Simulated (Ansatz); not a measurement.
**HNO2 (nitrous acid): HF/3-21G**

Aim: the electronic atomisation energy of HNO2 (nitrous acid) at HF/3-21G, from 4 runs. 

The calculation is run with Ansatz 0.2.0.

55 further runs of the same task are left out: 55 set aside as unsound or not needed.

## Step 1: The molecule

The species is HNO2 (4 atoms), meant as a singlet with charge 0. As SMILES, `O=NO`. Geometry: relaxed at PBE0-D4/def2-TZVP.

Bond lengths: O1–N2 1.162 Å, N2–O3 1.397 Å, O3–H4 0.967 Å. Angles: O1–N2–O3 111.2°, N2–O3–H4 102.9°.

## Step 2: A single-point energy at HF/3-21G

File molecule.yaml:

```yaml
crystal:
  periodic: [false, false, false]
  atoms:
    - symbol: O
      position_ang: [0.413650, 0.047230, 1.437260]
    - symbol: "N"
      position_ang: [0.320150, -0.419400, 0.377370]
    - symbol: O
      position_ang: [-0.362650, 0.434660, -0.492650]
    - symbol: H
      position_ang: [-0.371140, -0.062490, -1.321980]
basis:
  gaussian: {orbitals: 3-21G.json}
output: {orbitals: {seedname: orbitals}}
hamiltonian: {xc: hf}
accuracy: high
```

The basis set 3-21G is read from a file made from the Basis Set Exchange's data (not shown).

Command:

```sh
ansatz run molecule.yaml --threads 1 --pin off --max-ram 3480MiB --events-out events.jsonl --progress --plain --runs-dir runs
```

The program printed:

```text
Warning: RAYON_NUM_THREADS=1 ignored (pool sized by the plan → 1); use --threads N
Functional definition: HF
  name "HF"
  exchange = exact_x
  correlation = 0
574 factors; integrals over basis functions are off by at most 6.7e-9 eV
mean field evaluation 1: about -5534.0723 eV, gradient 3.5e1 eV
mean field evaluation 2: about -5534.0790 eV, gradient 3.5e1 eV
mean field evaluation 4: about -5536.4691 eV, gradient 2.9e0 eV
mean field evaluation 8: about -5536.5350 eV, gradient 2.7e-1 eV
mean field -5536.53547558 eV, -203.4639259292 hartree, gradient 2.9e-8 eV, S^2 0.000000; 0 other end points of the search recorded, 0 dependent functions left out
reference -5536.53547558 eV, -203.4639259292 hartree; 12, 12 occupied and 17, 17 virtual orbitals, 574 factors
Total energy: -5536.53547558 eV, -203.4639259292 hartree
```

Run time: 0.14 s. Hardware: 1 thread of Arm Neoverse V1, shared host.

## Step 3: The H atom at the same level

File run.yaml:

```yaml
crystal:
  periodic: [false, false, false]
  atoms:
    - {symbol: H, position_ang: [0.000000, 0.000000, 0.000000]}
basis:
  gaussian:
    orbitals: 3-21G.json
magnetization:
  spin_polarized: true
  initial_magnetization: 1
hamiltonian:
  xc: hf
accuracy: high
```

The basis set 3-21G is read from a file made from the Basis Set Exchange's data (not shown).

Command:

```sh
ansatz run run.yaml --threads 1 --pin off --max-ram 3480MiB --events-out events.jsonl --progress --plain --runs-dir runs
```

The program printed:

```text
Warning: RAYON_NUM_THREADS=1 ignored (pool sized by the plan → 1); use --threads N
[... 4 set-up lines as earlier in the session ...]
3 factors; integrals over basis functions are off by at most 1.3e-8 eV
mean field evaluation 1: about -13.4868 eV, gradient 1.3e0 eV
mean field evaluation 2: about -13.4868 eV, gradient 1.3e0 eV
mean field evaluation 4: about -13.5023 eV, gradient 2.1e-5 eV
mean field evaluation 8: about -13.5023 eV, gradient 1.0e-12 eV
mean field -13.50225274 eV, -0.4961986360 hartree, gradient 4.5e-8 eV, S^2 0.750000; 0 other end points of the search recorded, 0 dependent functions left out
reference -13.50225274 eV, -0.4961986360 hartree; 1, 0 occupied and 1, 2 virtual orbitals, 3 factors
Total energy: -13.50225274 eV, -0.4961986360 hartree
```

It took 0.04 s on 1 thread of Arm Neoverse V1, shared host.

## Step 4: The N atom at the same level

File input.yaml:

```yaml
crystal:
  periodic: [false, false, false]
  atoms:
    - {symbol: "N", position_ang: [0.000000, 0.000000, 0.000000]}
basis:
  gaussian:
    orbitals: 3-21G.json
hamiltonian:
  xc: hf
magnetization:
  spin_polarized: true
  initial_magnetization: 3
accuracy: high
```

The basis set 3-21G is read from a file made from the Basis Set Exchange's data (not shown).

Run the same way, it converges to -54.10539 Eh (log not shown).

## Step 5: The O atom at the same level

File input.yaml:

```yaml
crystal:
  periodic: [false, false, false]
  atoms:
    - {symbol: O, position_ang: [0.000000, 0.000000, 0.000000]}
basis:
  gaussian: {orbitals: 3-21G.json}
magnetization: {spin_polarized: true, initial_magnetization: 2}
hamiltonian: {xc: hf}
accuracy: high
```

The basis set 3-21G is read from a file made from the Basis Set Exchange's data (not shown).

Command:

```sh
ansatz run input.yaml --threads 1 --pin off --max-ram 3480MiB --events-out events.jsonl --progress --plain --runs-dir runs
```

The program printed:

```text
Warning: RAYON_NUM_THREADS=1 ignored (pool sized by the plan → 1); use --threads N
[... 4 set-up lines as earlier in the session ...]
42 factors; integrals over basis functions are off by at most 1.4e-9 eV
mean field evaluation 1: about -2024.2447 eV, gradient 5.2e0 eV
mean field evaluation 2: about -2024.2456 eV, gradient 5.2e0 eV
mean field evaluation 4: about -2024.3533 eV, gradient 4.5e-1 eV
mean field evaluation 8: about -2024.3545 eV, gradient 8.4e-7 eV
mean field evaluation 16: about -2024.3543 eV, gradient 2.2e-1 eV
mean field -2024.35454065 eV, -74.3936572123 hartree, gradient 1.5e-8 eV, S^2 2.001100; 0 other end points of the search recorded, 0 dependent functions left out
reference -2024.35454065 eV, -74.3936572123 hartree; 5, 3 occupied and 4, 6 virtual orbitals, 42 factors
Total energy: -2024.35454065 eV, -74.3936572123 hartree
```

Wall time 0.04 s (1 thread of Arm Neoverse V1, shared host).

## Step 6: What came out

At HF/3-21G:

```
                     quantity          value
       molecule: total energy  -203.46393 Eh
        molecule: HOMO energy      -12.01 eV
        molecule: LUMO energy        3.00 eV
      molecule: HOMO–LUMO gap       15.01 eV
         H atom: total energy    -0.49620 Eh
                 H atom: ⟨S²⟩          0.750
         N atom: total energy   -54.10539 Eh
                 N atom: ⟨S²⟩          3.752
         O atom: total energy   -74.39366 Eh
                 O atom: ⟨S²⟩          2.001
electronic atomisation energy       2.041 eV
```

In words: Taking the molecule apart into free atoms costs 2.04 eV (47 kcal/mol), before zero-point energy and without spin-orbit coupling. Hartree–Fock lacks the correlation of the bonding pairs, which as a rule makes this value much too low; in minimal bases other errors can mask that. The basis has no polarisation functions, which makes bonds too weak.
